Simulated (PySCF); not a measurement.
# AsS₂O₂ (-3): NMR shifts at several levels of theory

Aim: compute the NMR shifts of AsS₂O₂ (-3) (`[O-][As]([O-])(=S)[S-]`) at several levels, and see how far they spread and what each costs.

Programs: PySCF 2.14.0, with density-fitted response routines of our own. Each step states its level of theory. These are calculated values for one molecule in the gas phase, unless marked as measured. Atoms are numbered from 0 throughout.

### 1 Starting geometry

5 atoms, charge -3, multiplicity 1; geometry from: GFN2-xTB.

Bonds of the start (Å): O0–As1 1.67, As1–O2 1.67, As1–S3 2.22, As1–S4 2.21.

### 2 Optimising the geometry at PBE0-D3(BJ)/def2-SVP

The job: settings as JSON, then the geometry in Å.

```
{"job": {"xc": "PBE0", "basis": "def2-SVP", "d3": "d3bj", "grid": 1, "kind": "geom"}, "charge": -3, "multiplicity": 1}
O     -0.750660    -1.278990    -1.113160
As    -0.191130     0.021240    -0.227970
O     -0.841440     1.455540    -0.782210
S     -0.772440    -0.255190     1.891900
S      2.013930     0.117520    -0.413920
```

What it wrote:

```text
step   0  E = -3181.02435404  max force = 0.017852
step   1  E = -3181.02701677  max force = 0.004413
step   2  E = -3181.02719020  max force = 0.002154
step   3  E = -3181.02720514  max force = 0.000204
optimisation converged
```

It took 8.1 s on 4 threads of Arm Neoverse V2, shared host.

The steps of the relaxation:

| step | energy from step 0 (eV) | largest force component (eV/Å) |
| --- | --- | --- |
| 0 | 0.0000 | 0.9180 |
| 1 | -0.0725 | 0.2269 |
| 2 | -0.0772 | 0.1108 |
| 3 | -0.0776 | 0.0105 |

Close pairs (by a distance rule), those that changed most:

| bond | before (Å) | after (Å) | change (Å) |
| --- | --- | --- | --- |
| As1–S3 | 2.215 | 2.289 | +0.074 |
| As1–S4 | 2.215 | 2.289 | +0.074 |
| As1–O2 | 1.670 | 1.686 | +0.017 |
| O0–As1 | 1.670 | 1.686 | +0.017 |

The next job starts from the end point, and lists it.

| at the end point | value |
| --- | --- |
| point group (found at 0.08 Å tolerance) | C2v |
| rotational constants (GHz, main isotopes) | 2.710, 1.778, 1.461 |

### 3 Shielding tensors: PBE0/pcSseg-2

The job: settings as JSON, then the geometry in Å.

```
{"job": {"kind": "nmr", "xc": "PBE0", "basis": "pcSseg-2", "pop": false}, "charge": -3, "multiplicity": 1}
O     -0.766757    -1.298334    -1.132670
As    -0.208082     0.022511    -0.246106
O     -0.872913     1.471990    -0.793771
S     -0.764620    -0.267418     1.955449
S      2.070632     0.131371    -0.428262
```

With the program's defaults for keys left out, this is: GIAO PBE0/pcSseg-2 NMR shielding, non-relativistic, gas phase.

What it wrote:

```text
coarse grid: 30328 points
cycle   1  E = -3181.4648062285  dE =  5.854e-03  |g| = 1.674e+00  |ddm| = 2.135e+00
cycle   2  E = -3179.9023406067  dE =  1.562e+00  |g| = 3.147e+00  |ddm| = 5.792e+00
cycle   3  E = -3181.8118033491  dE = -1.909e+00  |g| = 6.483e-01  |ddm| = 5.272e+00
cycle   4  E = -3181.9099297162  dE = -9.813e-02  |g| = 1.926e-01  |ddm| = 7.613e-01
cycle   5  E = -3181.9155531988  dE = -5.623e-03  |g| = 5.203e-02  |ddm| = 1.627e-01
cycle   6  E = -3181.9160735366  dE = -5.203e-04  |g| = 2.365e-02  |ddm| = 7.801e-02
cycle   7  E = -3181.9162084949  dE = -1.350e-04  |g| = 1.835e-03  |ddm| = 2.667e-02
cycle   8  E = -3181.9162093970  dE = -9.021e-07  |g| = 3.851e-04  |ddm| = 3.211e-03
final grid: 58984 points
cycle   9  E = -3181.9162259402  dE = -4.885e-08  |g| = 4.510e-04  |ddm| = 9.995e-04
cycle  10  E = -3181.9162258241  dE =  1.161e-07  |g| = 8.627e-04  |ddm| = 1.129e-03
cycle  11  E = -3181.9162259861  dE = -1.620e-07  |g| = 1.329e-04  |ddm| = 7.064e-04
cycle  12  E = -3181.9162259894  dE = -3.310e-09  |g| = 3.658e-05  |ddm| = 1.198e-04
cycle  13  E = -3181.9162259896  dE = -2.569e-10  |g| = 7.583e-06  |ddm| = 2.942e-05
converged SCF energy = -3181.9162259896

GIAO shielding tensors (ppm)
atom      isotropic    diamagn.    paramagn.     s11        s22        s33       span
  0 O       -2.783     408.081    -410.864   -109.183    -38.958    139.792    248.975
  1 As     906.524    2864.874   -1958.350    758.791    849.955   1110.824    352.032
  2 O       -2.807     408.079    -410.886   -109.236    -39.006    139.820    249.056
  3 S      452.481    1059.632    -607.151    160.027    238.953    958.462    798.435
  4 S      452.886    1059.632    -606.746    160.658    239.659    958.341    797.682
```

Wall time 14 s (4 threads of Arm Neoverse V2, shared host).

Shifts follow as δ = σ(reference) − σ, with reference shieldings (ppm) from runs at the same level and on the same kind of geometry: ¹⁷O H2O 328.2, ³³S CS2 503, ⁷⁵As AsH3 1915. The references are single molecules in the gas phase, so shifts against H2O, NH3, PH3, H3PO4 or CFCl3 are not on the usual liquid scales and can be off by tens of ppm. Shifts against hydride references such as AlH4− lie on their own scale. Atoms listed in one row are averaged.

| atoms | environment | σ (ppm) | δ (ppm) |
| --- | --- | --- | --- |
| O0, O2 | oxygen bonded to As | -2.8 | 330.9 |
| As1 | arsenic bonded to 2 O, 2 S | 907 | 1008 |
| S3, S4 | sulfur bonded to As | 453 | 50 |

### 4 NMR shieldings: PBE/pcSseg-2

The job: settings as JSON, then the geometry in Å.

```
{"job": {"kind": "nmr", "xc": "PBE", "basis": "pcSseg-2", "pop": false}, "charge": -3, "multiplicity": 1}
O     -0.766757    -1.298334    -1.132670
As    -0.208082     0.022511    -0.246106
O     -0.872913     1.471990    -0.793771
S     -0.764620    -0.267418     1.955449
S      2.070632     0.131371    -0.428262
```

Method: GIAO PBE/pcSseg-2 NMR shielding, non-relativistic, gas phase.

What it wrote:

```text
coarse grid: 30328 points
cycle   1  E = -3181.2422078573  dE =  2.436e-01  |g| = 1.935e+00  |ddm| = 2.162e+00
cycle   2  E = -3175.2166648076  dE =  6.026e+00  |g| = 4.645e+00  |ddm| = 2.310e+01
cycle   3  E = -3181.1527155971  dE = -5.936e+00  |g| = 1.578e+00  |ddm| = 2.256e+01
cycle   4  E = -3181.7919318994  dE = -6.392e-01  |g| = 3.697e-01  |ddm| = 2.015e+00
cycle   5  E = -3181.7927480827  dE = -8.162e-04  |g| = 3.214e-01  |ddm| = 5.442e-01
cycle   6  E = -3181.8185018724  dE = -2.575e-02  |g| = 9.757e-02  |ddm| = 4.785e-01
cycle   7  E = -3181.8211344052  dE = -2.633e-03  |g| = 1.515e-02  |ddm| = 1.417e-01
cycle   8  E = -3181.8211736263  dE = -3.922e-05  |g| = 4.596e-03  |ddm| = 2.078e-02
cycle   9  E = -3181.8211790656  dE = -5.439e-06  |g| = 7.242e-04  |ddm| = 6.454e-03
final grid: 58984 points
cycle  10  E = -3181.8212006652  dE =  4.174e-07  |g| = 1.651e-03  |ddm| = 2.565e-03
cycle  11  E = -3181.8211950954  dE =  5.570e-06  |g| = 5.329e-03  |ddm| = 6.375e-03
cycle  12  E = -3181.8212012728  dE = -6.177e-06  |g| = 3.738e-04  |ddm| = 4.676e-03
cycle  13  E = -3181.8212012986  dE = -2.574e-08  |g| = 1.806e-04  |ddm| = 5.277e-04
cycle  14  E = -3181.8212013051  dE = -6.561e-09  |g| = 4.839e-05  |ddm| = 1.713e-04
cycle  15  E = -3181.8212013056  dE = -4.275e-10  |g| = 1.329e-05  |ddm| = 4.847e-05
converged SCF energy = -3181.8212013056

GIAO shielding tensors (ppm)
atom      isotropic    diamagn.    paramagn.     s11        s22        s33       span
  0 O      -50.802     410.461    -461.263   -174.029    -94.056    115.678    289.707
  1 As     883.711    2865.082   -1981.371    713.340    816.404   1121.390    408.050
  2 O      -50.828     410.458    -461.286   -174.085    -94.104    115.707    289.792
  3 S      398.561    1059.704    -661.143     78.528    168.910    948.246    869.718
  4 S      398.998    1059.704    -660.706     79.207    169.662    948.124    868.918
```

It took 11 s on 4 threads of Arm Neoverse V2, shared host.

In short: δ O0 378.7, As1 998, S3 99 ppm (means over like atoms).

### 5 Nuclear shieldings: wB97X-D/pcSseg-2

The job: settings as JSON, then the geometry in Å.

```
{"job": {"kind": "nmr", "xc": "wB97X-D", "basis": "pcSseg-2", "pop": false}, "charge": -3, "multiplicity": 1}
O     -0.766757    -1.298334    -1.132670
As    -0.208082     0.022511    -0.246106
O     -0.872913     1.471990    -0.793771
S     -0.764620    -0.267418     1.955449
S      2.070632     0.131371    -0.428262
```

Level: GIAO wB97X-D/pcSseg-2 NMR shielding, non-relativistic, gas phase.

What it wrote:

```text
coarse grid: 30328 points
cycle   1  E = -3182.1760994953  dE = -1.882e-01  |g| = 1.689e+00  |ddm| = 2.113e+00
cycle   2  E = -3181.7720935942  dE =  4.040e-01  |g| = 2.342e+00  |ddm| = 2.540e+00
cycle   3  E = -3182.6146554261  dE = -8.426e-01  |g| = 2.817e-01  |ddm| = 1.560e+00
cycle   4  E = -3182.6319388677  dE = -1.728e-02  |g| = 9.986e-02  |ddm| = 2.981e-01
cycle   5  E = -3182.6334414810  dE = -1.503e-03  |g| = 2.437e-02  |ddm| = 7.944e-02
cycle   6  E = -3182.6335118299  dE = -7.035e-05  |g| = 1.097e-02  |ddm| = 2.689e-02
cycle   7  E = -3182.6335325237  dE = -2.069e-05  |g| = 1.082e-03  |ddm| = 1.180e-02
cycle   8  E = -3182.6335333571  dE = -8.334e-07  |g| = 3.458e-04  |ddm| = 2.988e-03
final grid: 58984 points
cycle   9  E = -3182.6335924032  dE = -1.063e-06  |g| = 8.265e-04  |ddm| = 2.605e-03
cycle  10  E = -3182.6335924404  dE = -3.715e-08  |g| = 7.104e-04  |ddm| = 1.009e-03
cycle  11  E = -3182.6335925023  dE = -6.196e-08  |g| = 1.606e-04  |ddm| = 4.141e-04
cycle  12  E = -3182.6335925077  dE = -5.308e-09  |g| = 5.943e-05  |ddm| = 1.400e-04
cycle  13  E = -3182.6335925091  dE = -1.435e-09  |g| = 1.626e-05  |ddm| = 1.154e-04
cycle  14  E = -3182.6335925092  dE = -1.442e-10  |g| = 8.058e-06  |ddm| = 4.328e-05
converged SCF energy = -3182.6335925092

GIAO shielding tensors (ppm)
atom      isotropic    diamagn.    paramagn.     s11        s22        s33       span
  0 O       18.313     407.818    -389.506    -79.688    -18.429    153.055    232.744
  1 As     884.965    2864.837   -1979.873    739.284    826.985   1088.626    349.342
  2 O       18.283     407.821    -389.538    -79.726    -18.488    153.062    232.787
  3 S      453.592    1059.945    -606.354    159.972    234.730    966.073    806.101
  4 S      453.954    1059.946    -605.991    160.579    235.324    965.959    805.380
```

Wall time 19 s (4 threads of Arm Neoverse V2, shared host).

Key values: δ O0 308.5, As1 1004, S3 46 ppm (means over like atoms).

### 6 Shielding tensors: KT2/pcSseg-2

The job: settings as JSON, then the geometry in Å.

```
{"job": {"kind": "nmr", "xc": "KT2", "basis": "pcSseg-2", "pop": false}, "charge": -3, "multiplicity": 1}
O     -0.766757    -1.298334    -1.132670
As    -0.208082     0.022511    -0.246106
O     -0.872913     1.471990    -0.793771
S     -0.764620    -0.267418     1.955449
S      2.070632     0.131371    -0.428262
```

Level: GIAO KT2/pcSseg-2 NMR shielding, non-relativistic, gas phase.

What it wrote:

```text
coarse grid: 30328 points
cycle   1  E = -3199.3940269652  dE =  2.801e-01  |g| = 1.682e+00  |ddm| = 2.122e+00
cycle   2  E = -3193.3999778774  dE =  5.994e+00  |g| = 4.354e+00  |ddm| = 2.358e+01
cycle   3  E = -3199.5527439774  dE = -6.153e+00  |g| = 1.149e+00  |ddm| = 2.313e+01
cycle   4  E = -3199.9172972448  dE = -3.646e-01  |g| = 4.687e-01  |ddm| = 2.023e+00
cycle   5  E = -3199.9609691358  dE = -4.367e-02  |g| = 2.162e-01  |ddm| = 5.349e-01
cycle   6  E = -3199.9696474071  dE = -8.678e-03  |g| = 8.171e-02  |ddm| = 3.176e-01
cycle   7  E = -3199.9714388313  dE = -1.791e-03  |g| = 1.307e-02  |ddm| = 1.300e-01
cycle   8  E = -3199.9714805832  dE = -4.175e-05  |g| = 4.100e-03  |ddm| = 1.699e-02
cycle   9  E = -3199.9714846030  dE = -4.020e-06  |g| = 8.755e-04  |ddm| = 5.206e-03
final grid: 58984 points
cycle  10  E = -3199.9715159412  dE =  7.673e-07  |g| = 2.299e-03  |ddm| = 2.919e-03
cycle  11  E = -3199.9715045955  dE =  1.135e-05  |g| = 7.763e-03  |ddm| = 7.754e-03
cycle  12  E = -3199.9715170151  dE = -1.242e-05  |g| = 4.347e-04  |ddm| = 5.950e-03
cycle  13  E = -3199.9715170604  dE = -4.535e-08  |g| = 1.379e-04  |ddm| = 6.273e-04
cycle  14  E = -3199.9715170651  dE = -4.662e-09  |g| = 4.012e-05  |ddm| = 1.742e-04
cycle  15  E = -3199.9715170654  dE = -2.942e-10  |g| = 1.250e-05  |ddm| = 4.493e-05
converged SCF energy = -3199.9715170654

GIAO shielding tensors (ppm)
atom      isotropic    diamagn.    paramagn.     s11        s22        s33       span
  0 O      -50.970     410.198    -461.169   -173.324    -94.941    115.353    288.677
  1 As     955.310    2869.863   -1914.553    791.527    891.990   1182.413    390.887
  2 O      -51.001     410.196    -461.197   -173.382    -94.999    115.378    288.760
  3 S      425.672    1061.721    -636.049    119.169    208.191    949.655    830.486
  4 S      426.090    1061.721    -635.630    119.823    208.915    949.533    829.710
```

It took 11 s on 4 threads of Arm Neoverse V2, shared host.

This run: δ O0 375.3, As1 972, S3 99 ppm (means over like atoms).

### 7 NMR shieldings: HF/pcSseg-2

The job: settings as JSON, then the geometry in Å.

```
{"job": {"kind": "nmr", "xc": "HF", "basis": "pcSseg-2", "pop": false}, "charge": -3, "multiplicity": 1}
O     -0.766757    -1.298334    -1.132670
As    -0.208082     0.022511    -0.246106
O     -0.872913     1.471990    -0.793771
S     -0.764620    -0.267418     1.955449
S      2.070632     0.131371    -0.428262
```

Level: GIAO HF/pcSseg-2 NMR shielding, non-relativistic, gas phase.

What it wrote:

```text
final grid: 58984 points
cycle   1  E = -3178.5316921138  dE = -4.736e-01  |g| = 1.199e+00  |ddm| = 2.099e+00
cycle   2  E = -3178.6570497312  dE = -1.254e-01  |g| = 9.891e-01  |ddm| = 1.402e+00
cycle   3  E = -3178.7947387723  dE = -1.377e-01  |g| = 8.278e-02  |ddm| = 4.853e-01
cycle   4  E = -3178.7967389889  dE = -2.000e-03  |g| = 2.973e-02  |ddm| = 1.111e-01
cycle   5  E = -3178.7970432433  dE = -3.043e-04  |g| = 7.908e-03  |ddm| = 4.311e-02
cycle   6  E = -3178.7970836912  dE = -4.045e-05  |g| = 3.209e-03  |ddm| = 1.674e-02
cycle   7  E = -3178.7970879033  dE = -4.212e-06  |g| = 1.295e-03  |ddm| = 4.860e-03
cycle   8  E = -3178.7970889402  dE = -1.037e-06  |g| = 3.114e-04  |ddm| = 2.959e-03
cycle   9  E = -3178.7970890165  dE = -7.632e-08  |g| = 9.037e-05  |ddm| = 7.814e-04
cycle  10  E = -3178.7970890239  dE = -7.407e-09  |g| = 4.062e-05  |ddm| = 2.590e-04
cycle  11  E = -3178.7970890252  dE = -1.259e-09  |g| = 1.304e-05  |ddm| = 1.075e-04
cycle  12  E = -3178.7970890254  dE = -2.119e-10  |g| = 3.562e-06  |ddm| = 5.652e-05
converged SCF energy = -3178.7970890254

GIAO shielding tensors (ppm)
atom      isotropic    diamagn.    paramagn.     s11        s22        s33       span
  0 O      106.830     404.834    -298.003     34.648     78.111    207.732    173.085
  1 As    1078.348    2862.540   -1784.192    974.721   1045.303   1215.020    240.298
  2 O      106.800     404.832    -298.032     34.594     78.057    207.749    173.156
  3 S      580.259    1059.047    -478.788    352.139    402.230    986.410    634.271
  4 S      580.612    1059.048    -478.436    352.695    402.824    986.316    633.620
```

It took 9.9 s on 4 threads of Arm Neoverse V2, shared host.

This run: δ O0 219.5, As1 893, S3 -58 ppm (means over like atoms).

### 8 Run by run: NMR shifts

Shifts (ppm), means over like atoms, with basis size and wall time:

| run | O0 | As1 | S3 | functions | time |
| --- | --- | --- | --- | --- | --- |
| PBE0/pcSseg-2 | 330.9 | 1008 | 50 | 221 | 14 s |
| PBE/pcSseg-2 | 378.7 | 998 | 99 | 221 | 11 s |
| wB97X-D/pcSseg-2 | 308.5 | 1004 | 46 | 221 | 19 s |
| KT2/pcSseg-2 | 375.3 | 972 | 99 | 221 | 11 s |
| HF/pcSseg-2 | 219.5 | 893 | -58 | 221 | 9.9 s |

### 9 Outcome

| quantity | value |
| --- | --- |
| point group | C2v |
| rotational constants (main isotopes) | 2.71, 1.78, 1.46 GHz |
| ¹⁷O shifts against H2O (PBE0/pcSseg-2, means over atoms taken as alike) | 330.9 ppm |
| ⁷⁵As shifts against AsH3 (PBE0/pcSseg-2) | 1008 ppm |
| ³³S shifts against CS2 (PBE0/pcSseg-2, means over atoms taken as alike) | 50 ppm |
| range of the shift of O0 | 219.5 to 378.7 ppm |

What this shows: Single values in the summary come from the first run of each kind that ended normally (PBE0/pcSseg-2), which need not be the best level. Over 3 steps the energy fell by 0.078 eV; of the close pairs, As1–S3 changed most, 2.215 to 2.289 Å. At PBE0/pcSseg-2: Shielding is most anisotropic at S3, S4 (span 798 ppm, paramagnetic term -607 ppm). Across the 5 runs the shift of O0 (with its like atoms) moves most, between 219.5 (HF/pcSseg-2) and 378.7 ppm (PBE/pcSseg-2). Spin-orbit coupling is left out, which matters for shieldings and couplings at and beside the heavy atoms. At PBE0/pcSseg-2 the HOMO lies above zero (+7.43 eV), as often for anions in the gas phase: self-interaction error lifts it, or the electron is held by the finite basis alone; counter-ions and solvent are missing.
